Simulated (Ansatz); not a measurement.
**C2H8ClNO2Ti: how energies converge with the basis set**

The task here is to estimate one member of a computed series from the others.

Method: one geometry, several basis sets; program: Ansatz 0.2.0, Gaussian basis.

The runs, in order: PBE0-D4/def2-SVP; ωB97M-V/def2-SVP; PBE0-D4/def2-QZVPP; ωB97M-V/def2-QZVPP; the functionals' def2-TZVPP values are taken from earlier runs.

## The geometry

An earlier PBE0-D4 in a triple-zeta def2 set relaxation fixed the geometry.

SMILES `C[NH][Ti]([OH])([Cl])[O]C`, 15 atoms, charge 0, spin multiplicity 1.

Atoms are counted from 1 here; the program's logs count them from 0.

Bond lengths: C1–N2 1.442 Å, C1–H8 1.092 Å, C1–H9 1.096 Å, C1–H10 1.096 Å, N2–Ti3 1.862 Å, N2–H11 1.013 Å, Ti3–O4 1.789 Å, Ti3–Cl5 2.243 Å, Ti3–O6 1.759 Å, O4–H12 0.956 Å, O6–C7 1.390 Å, C7–H13 1.095 Å, C7–H14 1.094 Å, C7–H15 1.095 Å. Angles: N2–C1–H8 109.9°, N2–C1–H9 112.0°, N2–C1–H10 111.8°, H8–C1–H9 107.5°, H8–C1–H10 107.2°, H9–C1–H10 108.2°, C1–N2–Ti3 128.9°, C1–N2–H11 113.1°, Ti3–N2–H11 117.9°, N2–Ti3–O4 107.1°, N2–Ti3–Cl5 108.7°, N2–Ti3–O6 109.0°, O4–Ti3–Cl5 111.1°, O4–Ti3–O6 115.7°, Cl5–Ti3–O6 105.1°, Ti3–O4–H12 138.5°, Ti3–O6–C7 161.3°, O6–C7–H13 110.2° and more.

The first run:

in.yaml

```yaml
crystal:
  periodic: [false, false, false]
  atoms:
    - {symbol: C, position_ang: [-1.649138, 1.566339, 0.141232]}
    - {symbol: N, position_ang: [-1.298885, 0.591086, -0.861878]}
    - {symbol: Ti, position_ang: [0.276426, -0.384175, -1.044254]}
    - {symbol: O, position_ang: [-0.071275, -1.743262, -2.155140]}
    - {symbol: Cl, position_ang: [1.860841, 0.961647, -1.887231]}
    - {symbol: O, position_ang: [0.858599, -0.834423, 0.553302]}
    - {symbol: C, position_ang: [1.619070, -0.866746, 1.716043]}
    - {symbol: H, position_ang: [-0.845359, 1.649875, 0.876039]}
    - {symbol: H, position_ang: [-2.562465, 1.290181, 0.681297]}
    - {symbol: H, position_ang: [-1.796443, 2.561862, -0.293638]}
    - {symbol: H, position_ang: [-2.021772, 0.460127, -1.559338]}
    - {symbol: H, position_ang: [0.133418, -2.674211, -2.234393]}
    - {symbol: H, position_ang: [1.051380, -0.443799, 2.551254]}
    - {symbol: H, position_ang: [1.885948, -1.898983, 1.962917]}
    - {symbol: H, position_ang: [2.537756, -0.286318, 1.583088]}
basis:
  gaussian: {orbitals: def2-SVP}
hamiltonian: {xc: pbe0, dispersion: d4}
output: {orbitals: {seedname: orbitals}}
```

Among the steps run: PBE0-D4 in def2-SVP; ωB97M-V in def2-SVP; PBE0-D4 in def2-QZVPP; ωB97M-V in def2-QZVPP.

One table of the session follows, with a row left open; its other results are not shown here.

It belongs to the step «Functionals by basis». 

```
functional       basis  HOMO (eV)
   PBE0-D4    def2-SVP      -6.78
   PBE0-D4  def2-TZVPP      -6.98
   PBE0-D4  def2-QZVPP      -7.01
   ωB97M-V    def2-SVP          ?
   ωB97M-V  def2-TZVPP      -9.25
   ωB97M-V  def2-QZVPP      -9.28
```

**Question.** Estimate the row for ωB97M-V, def2-SVP.

**Answer.** HOMO (eV): -9.03. In the column «HOMO (eV)» it lies between ωB97M-V, def2-TZVPP (-9.25) and PBE0-D4, def2-QZVPP (-7.01).
